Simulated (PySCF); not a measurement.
# C5H9FO: the cost of one run

Computed with PySCF 2.14.0 and routines of our own; the level stands in each step. Atoms count from 0.

## Step 1: The starting structure

16 atoms, charge 0, multiplicity 1; geometry from: GFN2-xTB.

## Step 2: Magnetic properties: GIAO KT3/pcSseg-1

Job settings and geometry (Å):

```
{"job": {"kind": "mag", "xc": "KT3", "basis": "pcSseg-1", "isotopologues": 2}, "charge": 0, "multiplicity": 1}
C     -0.641166     1.347108     0.070733
C     -0.352393    -0.131769     0.300910
C     -1.518550    -1.011192    -0.135608
F     -0.182899    -0.321094     1.674465
C      0.956250    -0.562427    -0.379369
C      2.131111     0.243751     0.104038
O      2.936520     0.778168    -0.603438
H     -0.784644     1.536191    -0.989109
H      0.188242     1.953796     0.427353
H     -1.540834     1.636573     0.608868
H     -1.314006    -2.052877     0.100119
H     -2.421472    -0.710270     0.390155
H     -1.681187    -0.912237    -1.204684
H      1.154569    -1.606752    -0.120413
H      0.861882    -0.474892    -1.461933
H      2.200977     0.296868     1.206502
```

Level: GIAO KT3/pcSseg-1 magnetisability, rotational g tensor and spin-rotation constants, non-relativistic, gas phase.

Launch:

```
> OMP_NUM_THREADS=1 python excited_run.py task.json out
```

This one command runs all jobs of the session in turn.

**Question.** How long does this first job take on 1 thread of Arm Neoverse V2, shared host, and how much memory does it need?

About 31 s, with a peak of 0.55 GiB.
